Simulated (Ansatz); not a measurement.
# Ge: which structure wins at one pressure

Aim: bring Ge in several structures (bcc, hcp, beta tin, omega, simple hexagonal) to one pressure and rank them by enthalpy. The pressure is set by scaling the first phase. Methods of the runs shown: LAPW. Companion runs by PAW are cited.

Program: Ansatz 0.2.0. Level of theory: DFT, LDA, all-electron LAPW, scalar-relativistic. These are calculated values, not measurements.

**1. The starting structure**

The structure is cubic, space group Im-3m (No. 229). Conventional cell: a = 3.276 Å, b = 3.276 Å, c = 3.276 Å, α = 90.00°, β = 90.00°, γ = 90.00°. Around Ge (site symmetry m-3m) lie 8 Ge at 2.84 Å.

As a file:

```
Ge
1.0
    -1.63819    1.63819    1.63819
     1.63819   -1.63819    1.63819
     1.63819    1.63819   -1.63819
Ge
1
Direct
  0.00000 0.00000 0.00000
```

**2. Bcc relaxed under pressure, LAPW**

input.yaml reads:

```yaml
crystal:
  lattice:
    - [-1.6381876701, 1.6381876701, 1.6381876701]
    - [1.6381876701, -1.6381876701, 1.6381876701]
    - [1.6381876701, 1.6381876701, -1.6381876701]
  atoms:
    - { symbol: Ge, position: [0.0, 0.0, 0.0] }
kpoints:
  mp_grid: { grid: [16, 16, 16] }
scf:
  occupations: { method: fermi_dirac, width: 0.08 }
hamiltonian:
  xc: lda
  pseudopotentials: { kind: all_electron, lapw: { basis_error: 0.0005 } }
output:
  forces: true
  stress: true
  eigenvalues: true
relax:
  f_tol: 0.005
  max_steps: 12
  cell: { p_target: 1.5, stress_tol: 0.03 }
```

Launch:

```bash
> ansatz run input.yaml --threads 1 --pin off --max-ram 3584MiB --backend cpu --events-out ev --progress --plain --runs-dir out
```

Further steps of the session: Hcp relaxed under pressure, LAPW; Beta tin relaxed under pressure, LAPW; Omega relaxed under pressure, LAPW; Simple hexagonal relaxed under pressure, LAPW.

Before running it: what results should come out? Wanted: pressure; lowest (for each run or level that gives them).

As calculated:

```
     quantity                                           value
     pressure                                         1.5 GPa
lowest (LAPW)  beta tin, 14.5 meV/atom under simple hexagonal
 lowest (PAW)  beta tin, 14.6 meV/atom under simple hexagonal
```

By LAPW the order is beta tin < simple hexagonal < omega < hcp < bcc. By PAW the order is beta tin < simple hexagonal < omega < hcp < bcc. The methods agree on the lowest phase. Only these structures were tried, with electrons smeared by 0.08 eV and without vibrations, so the true ground state may be another. The k meshes differ between phases and weren't tested, which can move differences by some meV.
